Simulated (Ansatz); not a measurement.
**BiW (zincblende): a single-point run**

Wanted: a converged single-point run for BiW (zincblende), and a check of what comes out. The structure is shown as the input types it.

Program: Ansatz 0.2.0. Level of theory: DFT PBE, scalar-relativistic, plane waves, PAW. These are calculated values, not measurements.

1 further run of the same task is left out (it didn't finish). Runs told in other sessions of the task aren't counted.

## (1) The system as given

The structure is cubic, space group F-43m (No. 216). Conventional cell: a = 6.337 Å, b = 6.337 Å, c = 6.337 Å, α = 90.00°, β = 90.00°, γ = 90.00°. Around W (site symmetry -43m) lie 4 Bi at 2.74 Å. Bi (site symmetry -43m) is surrounded by 4 W at 2.74 Å.

As a file:

```
CELL_PARAMETERS angstrom
0.00000 3.16862 3.16862
3.16862 0.00000 3.16862
3.16862 3.16862 0.00000
ATOMIC_POSITIONS crystal
W 0.00000 0.00000 0.00000
Bi 0.25000 0.25000 0.25000
```

## (2) Input and run

Input file input.yaml:

```yaml
crystal:
  lattice:
    - [0.0, 3.1686222189, 3.1686222189]
    - [3.1686222189, 0.0, 3.1686222189]
    - [3.1686222189, 3.1686222189, 0.0]
  atoms:
    - { symbol: W, position: [0.0, 0.0, 0.0] }
    - { symbol: Bi, position: [0.25, 0.25, 0.25] }
basis:
  ecutwfc: 420
  ecutrho_ratio: 4
kpoints:
  mp_grid: { grid: [10, 10, 10] }
hamiltonian:
  xc: pbe
scf:
  occupations: { method: gaussian, width: 0.05 }
  convergence: { dr2_threshold: 1.0e-16 }
  max_iter: 80
output:
  forces: true
  stress: true
```

Launch:

```sh
$ ansatz run input.yaml --threads 2 --pin off --max-ram 2662MiB --backend cpu --events-out ev --progress --plain --runs-dir out
```

What happens when this is run?

The program finished normally. Convergence says nothing about whether the input makes sense.

The suspect setting: scf.convergence.dr2_threshold is 1.0e-16. The risk: threshold needlessly tight. Once met, so tight a threshold does no harm; it costs cycles.

To check: delete scf.convergence.dr2_threshold (the default then holds).
